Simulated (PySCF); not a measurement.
# C4H3ClN2 (Chloropyrazine): the cost of one run

Computed with PySCF 2.14.0, with density-fitted response routines of our own, on a single molecule, in the gas phase or a continuum. Atoms count from 0, in the outputs and in this text.

### Step 1. The molecule as given

10 atoms, charge 0, multiplicity 1; geometry from: GFN2-xTB. The atoms were then displaced at random by about 0.01 Å, so the start is not that level's minimum.

Bonds of the start (Å): Cl0–C1 1.75, C1–C2 1.40, C2–N3 1.28, N3–C4 1.36, C4–C5 1.38, C5–N6 1.34, N6–C1 1.30, C2–H7 1.11, C4–H8 1.09, C5–H9 1.08.

### Step 2. Geometry optimisation at PBE0-D3(BJ)/def2-TZVP

What the job is given:

```
{"job": {"xc": "PBE0", "basis": "def2-TZVP", "d3": "d3bj", "grid": 2, "shake": 0.01, "kind": "geom"}, "charge": 0, "multiplicity": 1}
Cl     2.529310    -1.614670     0.102890
C      1.053610    -0.678390     0.038300
C      1.069710     0.719190     0.019020
N      0.001340     1.414290    -0.021660
C     -1.177940     0.733310    -0.060930
C     -1.199320    -0.642320    -0.038500
N     -0.063380    -1.350910     0.009200
H      2.030680     1.283240     0.049460
H     -2.079220     1.337640    -0.068360
H     -2.114340    -1.222310    -0.050470
```

On the command line:

```
> OMP_NUM_THREADS=1 python probes_run.py task.json out
```

One launch serves the whole session: the jobs run in the order shown.

Q: Estimate the wall time and peak memory of this first job on 1 thread of AMD EPYC 9R45, shared host.

About 89 s, with a peak of 1.2 GiB.
